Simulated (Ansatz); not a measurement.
**LaP: a single-point run**

The task is a single-point run on LaP. The structure is shown as the input types it. The cell is built on a prototype (zincblende) and needn't be the phase found in nature.

Computed with Ansatz 0.2.0 (density functional or hybrid calculation with the settings of its input, plane waves (as first typed), unless a step's input says otherwise).

2 further runs of the same task are left out: 2 that didn't finish.

### Step 1. The structure to begin with

The structure is cubic, space group F-43m (No. 216). Conventional cell: a = 6.633 Å, b = 6.633 Å, c = 6.633 Å, α = 90.00°, β = 90.00°, γ = 90.00°. La (site symmetry -43m) has 4 P at 2.87 Å as nearest neighbours. P (site symmetry -43m) is surrounded by 4 La at 2.87 Å.

As a file:

```cif
data_structure
_symmetry_space_group_name_H-M 'P 1'
_symmetry_Int_Tables_number 1
_cell_length_a 4.6901
_cell_length_b 4.6901
_cell_length_c 4.6901
_cell_angle_alpha 60.000
_cell_angle_beta 60.000
_cell_angle_gamma 60.000
_cell_volume 72.95
loop_
_atom_site_label
_atom_site_type_symbol
_atom_site_fract_x
_atom_site_fract_y
_atom_site_fract_z
_atom_site_occupancy
La1 La 0.00000 0.00000 0.00000 1
P1 P 0.25000 0.25000 0.25000 1
```

### Step 2. Input and run

input.yaml reads:

```yaml
crystal:
  lattice:
    - [0.0, 3.316409012, 3.316409012]
    - [3.316409012, 0.0, 3.316409012]
    - [3.316409012, 3.316409012, 0.0]
  atoms:
    - { symbol: La, position: [0.0, 0.0, 0.0] }
    - { symbol: P, position: [0.25, 0.25, 0.25] }
kpoints:
  mp_grid: { grid: [4, 4, 4] }
hamiltonian:
  xc: hse06
scf:
  occupations: { method: fixed }
  n_extra_bands: 4
  max_iter: 69
output:
  forces: true
  stress: true
  eigenvalues: true
basis:
  ecutwfc: 80
```

Started as:

```
> ansatz run input.yaml --threads 4 --pin off --max-ram 3686MiB --backend cpu --events-out ev --progress --plain --runs-dir out
```

Q: Will this input give a usable result? If not, why, and what should change?

The run converged and reported no error, with warnings (cutoff below recommended, stress exchange threshold loose, stress scf threshold loose). Its log warns: «basis.ecutwfc = 80 eV is below the records' recommended 420 eV ...»

In the input, basis.ecutwfc is 80. The cutoff lies far under what these potentials need. The potentials' recommended cutoff is 420 eV.

Run again and compare: delete basis.ecutwfc (the default then holds).
